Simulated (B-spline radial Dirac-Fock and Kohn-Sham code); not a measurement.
**An X-ray data sheet for Cs³⁺, step by step**

Aim: for cesium as Cs³⁺, compute how cheaper methods do for the levels.

Program: B-spline radial Dirac-Fock and Kohn-Sham code, version 5. Model: a free atom or ion on a radial basis; each step names its model. All values are calculated, but those marked as tabulated.

**1. The system**

Cs³⁺, [Kr] 4d10 5s2 5p4.

```yaml
nuclear_charge: 55
electrons: 52
mass_number: 133
nuclear_rms_radius: 4.8041 fm
```

Outer shells as boxes (Hund's rule, for the drawing alone; heavy ions are jj-coupled, and the calculation averages over the configuration):

```
[Kr] core
4d [↑↓][↑↓][↑↓][↑↓][↑↓]
5s [↑↓]
5p [↑↓][↑ ][↑ ]
```

**2. Dirac PBE, for comparison**

Model: Dirac-Kohn-Sham PBE, finite nucleus, spherical and without spin polarisation.

Input, one item of task.json (shells as n, l, occupation):

```json
{
  "Z": 55,
  "q": 3,
  "cfg": [[1, 0, 2], [2, 0, 2], [2, 1, 6], [3, 0, 2], [3, 1, 6], [3, 2, 10], [4, 0, 2], [4, 1, 6], [4, 2, 10], [5, 0, 2], [5, 1, 4]],
  "A": 133,
  "rrms": 4.8041,
  "tag": "ground",
  "do": ["pbe", "binding", "quiet"],
  "hv": [25.2, 77.2, 85.3, 355.0, 488.0, 1060.0, 1240.0, 3890.0, 5060.0, 5210.0, 5920.0, 6950.0, 8030.0, 9560.0, 13400.0, 14400.0, 15100.0, 16800.0, 18200.0, 28700.0, 36900.0, 51400.0, 89600.0, 131000.0],
  "s": [0, 0.04, 0.05, 0.07, 0.09, 0.11, 0.14, 0.17, 0.22, 0.28, 0.35, 0.44, 0.56, 0.71, 0.89, 1.13, 1.42, 1.8, 2.27, 2.87, 3.62, 4.57, 5.77],
  "pz": [0, 0.1, 0.14, 0.18, 0.25, 0.34, 0.45, 0.61, 0.83, 1.1, 1.5, 2.1, 2.8, 3.8, 5.1, 6.9, 9.4, 13.0, 17.0, 23.0, 31.0],
  "hv_scatter": [5000, 8047.8, 10000, 17479.3, 20000, 30000, 100000, 500000],
  "holes": ["K", "L1", "L2", "L3", "M1", "M2", "M3", "M4", "M5", "N1", "N2", "N3", "N4", "N5", "N6", "N7"]
}
```

Command:

```sh
python xray_run.py task.json out
```

From the run's result record (rounded, not every field):

```text
{
  "status": "converged",
  "shells": ["K", "L1", "L2", "L3", "M1", "M2", "M3", "M4", "M5", "N1", "N2", "N3", "N4", "N5", "O1", "O2,3"],
  "minus_eigenvalue [eV]": [35798.9, 5638.86, 5306.82, 4954.54, 1196.09, 1057.36, 989.843, 746.05, 731.716, 249.782, 199.97, 186.179, 105.122, 102.825, 53.9713, 39.587],
  "delta_scf [eV]": [36180.3, 5708.82, 5394.02, 5035.53, 1220.95, 1083.15, 1014.62, 773.781, 759.087, 261.846, 211.726, 197.626, 115.793, 113.404, 60.2747, 45.221],
  "total_energy [Ha]": -7787.71105,
  "dirac_fock_binding [eV]": [36021.2, 5759.63, 5398.81, 5050.99, 1258.43, 1107.82, 1039.73, 777.965, 764.011, 278.186, 222.175, "-", 115.367, 113.096, 60.5244, 44.2297]
}
```

It took 6 s on 1 thread of Intel Xeon 6975P-C (Granite Rapids), shared host; peak memory 0.37 GiB.

Beside the Dirac-Fock ΔSCF result with Breit and QED, in eV:

| level | -ε | miss | ΔSCF | miss | Dirac-Fock |
| --- | --- | --- | --- | --- | --- |
| K | 35798.9 | -222.2 | 36180.3 | +159.1 | 36021.2 |
| L1 | 5638.9 | -120.8 | 5708.8 | -50.8 | 5759.6 |
| L2 | 5306.8 | -92.0 | 5394.0 | -4.8 | 5398.8 |
| L3 | 4954.5 | -96.4 | 5035.5 | -15.5 | 5051.0 |
| M1 | 1196.1 | -62.3 | 1220.9 | -37.5 | 1258.4 |
| M2 | 1057.4 | -50.5 | 1083.2 | -24.7 | 1107.8 |
| M3 | 989.8 | -49.9 | 1014.6 | -25.1 | 1039.7 |
| M4 | 746.0 | -31.9 | 773.8 | -4.2 | 778.0 |
| M5 | 731.7 | -32.3 | 759.1 | -4.9 | 764.0 |
| N1 | 249.8 | -28.4 | 261.8 | -16.3 | 278.2 |
| N2 | 200.0 | -22.2 | 211.7 | -10.4 | 222.2 |
| N4 | 105.1 | -10.2 | 115.8 | +0.4 | 115.4 |
| N5 | 102.8 | -10.3 | 113.4 | +0.3 | 113.1 |
| O1 | 53.97 | -6.6 | 60.27 | -0.2 | 60.52 |
| O2,3 | 39.59 | -4.6 | 45.22 | +1.0 | 44.23 |

**3. Cost and miss of the cheaper method**

| method | level | eigenvalue miss (%) | ΔSCF miss (%) | time |
| --- | --- | --- | --- | --- |
| Dirac PBE | K | -0.62 | +0.44 | 6 s |

Times cover the ground state and all hole states of a step, on one thread of a shared host; states solved in an earlier step are reused, and a first call can include compiling.

**4. Summary of results**

| quantity | value |
| --- | --- |
| Dirac PBE, K: eigenvalue / ΔSCF | 35798.9 / 36180.3 eV |

In words: Dirac PBE misses the K level by -0.6 % with its eigenvalue and by +0.4 % with ΔSCF. Breit and QED terms, which only the reference holds, shift this level by tenths of a per cent, so the eigenvalue's nearness can be cancellation. The Hartree-Fock and Dirac-Fock values hold no electron correlation.
